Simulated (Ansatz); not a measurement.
# Li (hcp type): the cost of one run

Computed with Ansatz 0.2.0 (DFT PBEsol, with the methods named in each step, unless a step's input says otherwise).

This is Li in the hcp structure; at room conditions it is bcc.

## Step 1: The starting structure

It takes space group P6_3/mmc (No. 194, hexagonal). The conventional cell has a = 3.058 Å, b = 3.058 Å, c = 4.998 Å, α = 90.00°, β = 90.00°, γ = 120.00°. Li (site symmetry -6m2) has 12 Li at 3.06 Å in its first shell of neighbours.

Structure file:

```cif
data_structure
_symmetry_space_group_name_H-M 'P6_3/mmc'
_symmetry_Int_Tables_number 194
_cell_length_a 3.0576
_cell_length_b 3.0576
_cell_length_c 4.9984
_cell_angle_alpha 90.000
_cell_angle_beta 90.000
_cell_angle_gamma 120.000
_cell_volume 40.47
loop_
_atom_site_label
_atom_site_type_symbol
_atom_site_symmetry_multiplicity
_atom_site_Wyckoff_symbol
_atom_site_fract_x
_atom_site_fract_y
_atom_site_fract_z
_atom_site_occupancy
Li1 Li 2 c 0.33333 0.66667 0.25000 1
```

The file gives the conventional cell by its symmetry; the runs use the cell typed in the input.

Whether this phase is the stable one at these pressures isn't tested.

Atoms are numbered in the order of the input: Li1, Li2.

## Step 2: The reference volume, LAPW

Contents of input.yaml:

```yaml
crystal:
  lattice:
    - [3.0575567757, 0.0, 0.0]
    - [-1.5287783879, 2.6479218413, 0.0]
    - [0.0, 0.0, 4.9984062956]
  atoms:
    - { symbol: Li, position: [0.3333333333, 0.6666666667, 0.25] }
    - { symbol: Li, position: [0.6666666667, 0.3333333333, 0.75] }
kpoints:
  mp_grid: { grid: [14, 14, 8] }
  band_path:
    path:
      - [0.0, 0.0, 0.0]
      - [0.5, 0.0, 0.0]
      - [0.3333333333, 0.3333333333, 0.0]
      - [0.0, 0.0, 0.0]
      - [0.0, 0.0, 0.5]
      - [0.5, 0.0, 0.5]
      - [0.3333333333, 0.3333333333, 0.5]
      - [0.0, 0.0, 0.5]
      - [0.5, 0.0, 0.5]
    npoints: 14
scf:
  occupations: { method: fermi_dirac, width: 0.1 }
hamiltonian:
  xc: pbesol
  pseudopotentials: { kind: all_electron, lapw: { basis_error: 0.001 } }
output:
  forces: true
  stress: true
  eigenvalues: true
  populations: true
  dos: { projected: true, de: 0.2, e_range: [-14, 8] }
```

Command:

```bash
$ ansatz run input.yaml --threads 1 --pin off --max-ram 2048MiB --backend cpu --events-out ev --progress --plain --runs-dir out
```

**Question.** How long does this run take on 1 thread of Intel Xeon Platinum 8259CL at 2.50GHz (Skylake/Cascade Lake), shared host, and how much memory does it need?

About 3.9 s, with a peak of 0.26 GiB.
